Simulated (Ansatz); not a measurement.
# Br (sc type): how the settings move a single-point run

Aim: see which settings change the result for Br (sc type), by how much, and at what cost.

Computed with Ansatz 0.2.0 (reference: DFT, LDA, all-electron PAW with datasets made for the crystal, scalar-relativistic, unless a step's input says otherwise).

1 further run of the same task is left out (it didn't finish). Runs told in other sessions of the task aren't counted.

### 1 The structure to begin with

It takes space group Pm-3m (No. 221, cubic). Conventional cell: a = 2.986 Å, b = 2.986 Å, c = 2.986 Å, α = 90.00°, β = 90.00°, γ = 90.00°. Br (site symmetry m-3m) has 6 Br at 2.99 Å in its first shell of neighbours.

Coordinates:

```
Br
1.0
     2.98559    0.00000    0.00000
     0.00000    2.98559    0.00000
     0.00000    0.00000    2.98559
Br
1
Direct
  0.00000 0.00000 0.00000
```

### 2 Reference

input.yaml reads:

```yaml
crystal:
  lattice:
    - [2.9855851172, 0.0, 0.0]
    - [0.0, 2.9855851172, 0.0]
    - [0.0, 0.0, 2.9855851172]
  atoms:
    - { symbol: Br, position: [0.0, 0.0, 0.0] }
kpoints:
  mp_grid: { grid: [12, 12, 12] }
scf:
  occupations: { method: fermi_dirac, width: 0.1 }
hamiltonian:
  xc: lda
  pseudopotentials: { kind: all_electron, datasets: crystal }
output:
  forces: true
  stress: true
  eigenvalues: true
```

Started as:

```bash
$ ansatz run input.yaml --threads 1 --pin off --max-ram 2048MiB --backend cpu --events-out ev --progress --plain --runs-dir out
```

### 3 Changing settings: symmetry.detect false, mp_grid.shift [0.5, 0.5, 0.5], xc pbesol

Edit input.yaml of step 2 so:

```diff
@@ -7,4 +7,5 @@
     - { symbol: Br, position: [0.0, 0.0, 0.0] }
+  symmetry: { detect: false }
 kpoints:
-  mp_grid: { grid: [12, 12, 12] }
+  mp_grid: { grid: [12, 12, 12], shift: [0.5, 0.5, 0.5] }
 scf:
@@ -12,3 +13,3 @@
 hamiltonian:
-  xc: lda
+  xc: pbesol
   pseudopotentials: { kind: all_electron, datasets: crystal }
```

Q: Predict the outcome of this session. Wanted: for each run, ending; energy change; pressure; gap; force.

**Answer**, as computed:

| run | ending | energy change | pressure (GPa) | gap (eV) | force (eV/Å) | cycles | time |
| --- | --- | --- | --- | --- | --- | --- | --- |
| reference | converged | - | 0.0 | 0.00 | 0.00 | 6 | 2.5 s |
| 1: symmetry.detect false, mp_grid.shift [0.5, 0.5, 0.5], xc pbesol | converged | not comparable | 1.6 | 0.00 | 0.00 | 5 | 30 s |

Residual by cycle in the longest SCF loop of each run; runs are numbered as in the table. The quantity is the density residual dr2, in eV.

| cycle | reference | run 1 |
| --- | --- | --- |
| 1 | 0.00694 | 0.0051 |
| 2 | 0.00253 | 0.00189 |
| 3 | 2.6e-5 | 1.8e-5 |
| 4 | 1.1e-6 | 1.6e-6 |
| 5 | 1.3e-7 | 3.0e-9 |
| 6 | 2.2e-9 | - |

**Reading.** A change of functional puts the total energy on another scale; the pressure goes from 0.0 to 1.6 GPa. The k-point mesh changed too. Cost: 5 SCF cycles against 6, 30 s against 2.5 s.
